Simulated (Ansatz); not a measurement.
## Li-Pb random alloys: a few random alloy cells with their mixing energies, step by step

With Ansatz 0.2.0, Python API.

The cells in order, each with its output:

In [1]:
```python
from collections import Counter
from dataclasses import dataclass
import warnings

import ansatz as az
import numpy as np
import pandas as pd
```

In [2]:
```python
@dataclass
class Settings:
    functional: str = "lda"
    cutoff: int = 550
    kspacing: float = 0.33
    smearing: str = "cold"
    sigma: float = 0.05
```

In [3]:
```python
cfg = Settings()
```

In [4]:
```python
def bcc(first, a):
    return (
        az.Lattice.bcc(a)
        .space_group(229)
        .atom(first, (0, 0, 0))
        .primitive()
    )
```

In [5]:
```python
A_FIRST, A_LAST = 3.51, 3.93
```

In [6]:
```python
def solve(name, crystal):
    calc = (
        crystal.calculation()
        .functional(cfg.functional)
        .basis(cfg.cutoff)
        .kpoints(spacing=cfg.kspacing)
        .occupations(cfg.smearing, width=cfg.sigma)
        .band_table()
    )
    calc = calc.relax(force_tolerance=0.02, max_steps=60, cell=True)
    return calc.run()
```

In [7]:
```python
def volume_per_atom(outcome):
    return abs(np.linalg.det(outcome.lattice.cell_ang)) / len(outcome.lattice.sites)
```

In [8]:
```python
def counts(outcome):
    return Counter(site.symbol for site in outcome.lattice.sites)

warnings.simplefilter("ignore", az.DeckWarning)
```

In [9]:
```python
phases = {"Li": bcc("Li", A_FIRST), "Pb": bcc("Pb", A_LAST)}
for k in [3]:
    a = A_FIRST + (A_LAST - A_FIRST) * k / 8
    supercell = bcc("Li", a).supercell(2).resolved()
    for seed in [38, 72]:
        drawn = supercell.site_disorder().occupy("Li", Li=8 - k, Pb=k).random(seed=seed)
        phases[f"Li{8 - k}Pb{k} seed {seed}"] = drawn.crystal
```

In [10]:
```python
done = {}
for name, crystal in phases.items():
    done[name] = solve(name, crystal)
    print(f"{name}: {done[name].report['energy_sigma0_ev']:.4f} eV, {len(done[name].lattice.sites)} atoms")
```
```text
Li: -201.6270 eV, 1 atoms
Pb: -11602.3514 eV, 1 atoms
Li5Pb3 seed 38: -35817.9300 eV, 8 atoms
Li5Pb3 seed 72: -35818.0105 eV, 8 atoms
```

In [11]:
```python
# x is the share of the second element on the mixed sites; both end members stand on this same lattice
x = {name: counts(o)["Pb"] / (counts(o)["Li"] + counts(o)["Pb"]) for name, o in done.items()}
first, last = min(x, key=x.get), max(x, key=x.get)
energy = {name: o.report["energy_sigma0_ev"] / len(o.lattice.sites) for name, o in done.items()}
volume = {name: volume_per_atom(o) for name, o in done.items()}
rows = []
for name in sorted(done, key=x.get):
    line = lambda table: (1 - x[name]) * table[first] + x[name] * table[last]
    rows.append((name, x[name], 1000 * (energy[name] - line(energy)), volume[name], 100 * (volume[name] / line(volume) - 1)))
print(pd.DataFrame(rows, columns=["cell", "x(Pb)", "E_mix (meV/atom)", "V (A^3/atom)", "excess V (%)"]).round(4).to_string(index=False))
```
```text
          cell  x(Pb)  E_mix (meV/atom)  V (A^3/atom)  excess V (%)
            Li  0.000            0.0000       19.1404        0.0000
Li5Pb3 seed 38  0.375         -342.5854       19.1048      -15.8471
Li5Pb3 seed 72  0.375         -352.6438       19.1232      -15.7661
            Pb  1.000            0.0000       28.6394        0.0000
```

Notes:
- Total energies depend on the potentials; only differences at equal settings carry meaning.
- For the metals among these phases the mesh is modest: differences between phases can be off by up to 40 meV an atom.
- Spin-orbit coupling, which matters for elements this heavy, is left out.
- Cells of eight mixed sites are far from the random limit, and both end members stand on the same lattice, which need not be their own. Differences under about 40 meV an atom lie within the error of mesh and functional.
- The cells are prototypes set up for this calculation and needn't exist.
- Run time: 4.1 min on 1 thread of Arm Neoverse V1, on a shared host, peak memory 0.64 GiB.

(Lines on the test bed's own set-up are left out of the output.)
